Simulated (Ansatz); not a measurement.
# SbSeBr3: one candidate of a structure search

Where does this trial cell of SbSeBr3 go when cell and atoms are let free?

Computed with Ansatz 0.2.0 (DFT PBE, scalar-relativistic, plane waves, PAW, unless a step's input says otherwise).

## Step 1: The starting structure

Symmetry: Cmmm, No. 65, orthorhombic system. Conventional cell: a = 6.512 Å, b = 9.203 Å, c = 5.146 Å, α = 90.00°, β = 90.00°, γ = 90.00°. Sb (site symmetry mmm) has 2 Se at 3.26 Å as nearest neighbours. Around Se (site symmetry mmm) lie 2 Br at 2.57 Å and 2 Sb at 3.26 Å. Br (site symmetry 2/m) is surrounded by 2 Br at 2.82 Å. Br (site symmetry mmm) is surrounded by 2 Se at 2.57 Å and 4 Br at 2.82 Å.

Coordinates:

```
Sb Se Br
1.0
     3.25622   -4.60132    0.00000
     3.25622    4.60132    0.00000
     0.00000    0.00000    5.14616
Sb Se Br
1 1 3
Direct
  0.00000 0.00000 0.00000
  0.50000 0.50000 0.00000
  0.00000 0.50000 0.50000
  0.50000 0.00000 0.50000
  0.50000 0.50000 0.50000
```

A structure generator made this guess: random cell by space group and Wyckoff sites (Cmmm, No. 65). Its size is a rough estimate.

## Step 2: A first look at the guess

input.yaml

```yaml
crystal:
  lattice:
    - [3.25622001, -4.60132364, 0.0]
    - [3.25622001, 4.60132364, 0.0]
    - [0.0, 0.0, 5.1461561]
  atoms:
    - { symbol: Sb, position: [0.0, 0.0, 0.0] }
    - { symbol: Se, position: [0.5, 0.5, 0.0] }
    - { symbol: Br, position: [0.0, 0.5, 0.5] }
    - { symbol: Br, position: [0.5, 0.0, 0.5] }
    - { symbol: Br, position: [0.5, 0.5, 0.5] }
basis:
  ecutwfc: 420
kpoints:
  mp_grid: { grid: [4, 4, 4] }
hamiltonian:
  xc: pbe
scf:
  occupations: { method: gaussian, width: 0.1 }
  lower_state_search: "off"
output:
  forces: true
  stress: true
  eigenvalues: true
```

The run is started by

```console
> ansatz run input.yaml --threads 1 --pin off --max-ram 2560MiB --backend cpu --events-out ev --progress --plain --runs-dir out
```

The session goes on with these runs: rough relaxation on the coarse mesh; full relaxation; relaxation repeated from the relaxed cell.

Q: Predict the outcome of this session. Wanted: conventional cell; volume; energy over the elements; gap on the mesh.

The runs gave:

```
                              quantity                                                                       value
symmetry at the end (tolerance 0.05 Å)                                                   space group Cmmm (No. 65)
                     conventional cell  a = 5.271 Å, b = 15.319 Å, c = 5.490 Å, α = 90.00°, β = 90.00°, γ = 90.00°
                                volume                                                               44.33 Å³/atom
              energy over the elements                                                               +0.29 eV/atom
                       gap on the mesh                                                                none (metal)
```

What this shows: The space group Cmmm (No. 65) is kept, and the volume per atom grows by 43.7 % from the first guess. The formation energy is positive, so the separate elements lie lower. No finished test with a distortion of lower symmetry is shown, so the end may be a saddle point. The runs treat Sb without spin-orbit coupling.
